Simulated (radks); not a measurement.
# The series with 11 electrons, S⁵⁺ to Sb⁴⁰⁺

An exercise on one series of results from a longer session: the logs are not shown, and one member is left open.

Program: radks (a radial shooting solver on a logarithmic mesh, Libxc functionals) version 1. Level of theory: Dirac Kohn-Sham, LDA (Slater exchange, Perdew-Wang correlation), spin-unpolarised, spherical densities, finite nucleus. These are calculated values, not measurements, unless marked.

**Starting point**

| Quantity | Value |
| --- | --- |
| electrons | 11 |
| ions | S⁵⁺, Sc¹⁰⁺, Fe¹⁵⁺, Ga²⁰⁺, Kr²⁵⁺, Nb³⁰⁺, Pd³⁵⁺, Sb⁴⁰⁺ |
| configuration | NIST ground configuration of each |

The first run:

Settings of this run:

```text
Z 16
configuration [Ne] 3s1 3p0 4s0 3d0
relativity Dirac
functional lda,pw
spin unpolarised
j_filling energy
nucleus finite rms 3.2611 fm
c 137.035999084
```

Steps of the session up to this table: S⁵⁺, [Ne] 3s1; Sc¹⁰⁺, [Ne] 3s1; Fe¹⁵⁺, [Ne] 3s1; Ga²⁰⁺, [Ne] 3s1; Kr²⁵⁺, [Ne] 3s1; Nb³⁰⁺, [Ne] 3s1; Pd³⁵⁺, [Ne] 3s1; Sb⁴⁰⁺, [Ne] 3s1.

One of the session's tables, all rows but one given; the rest of the session is left out.

| ion | E (hartree) | ε(3p1/2, empty) (eV) | ε(3p3/2, empty) (eV) | ε(3d3/2, empty) (eV) | ε(3d5/2, empty) (eV) |
| --- | --- | --- | --- | --- | --- |
| S⁵⁺ | -390.89476 | -68.109 | -67.931 | -50.334 | -50.320 |
| Sc¹⁰⁺ | -724.69114 | -215.55 | -214.65 | -181.91 | -181.78 |
| Fe¹⁵⁺ | -1164.16404 | -440.73 | -437.96 | -390.74 | -390.23 |
| Ga²⁰⁺ | ? | ? | ? | ? | ? |
| Kr²⁵⁺ | -2367.27478 | -1127.7 | -1114.1 | -1038.4 | -1035.4 |
| Nb³⁰⁺ | -3135.70931 | -1592.6 | -1567.7 | -1477.7 | -1471.9 |
| Pd³⁵⁺ | -4019.50175 | -2141.4 | -2099.0 | -1994.5 | -1984.4 |
| Sb⁴⁰⁺ | -5022.52715 | -2776.8 | -2708.6 | -2589.7 | -2573.2 |

Estimate the missing values for Ga²⁰⁺.

**Answer.** E (hartree): -1710.97773; ε(3p1/2, empty) (eV): -744.33; ε(3p3/2, empty) (eV): -737.70; ε(3d3/2, empty) (eV): -676.20; ε(3d5/2, empty) (eV): -674.84. In the column «E (hartree)» it lies between Kr²⁵⁺ (-2367.27478) and Fe¹⁵⁺ (-1164.16404).
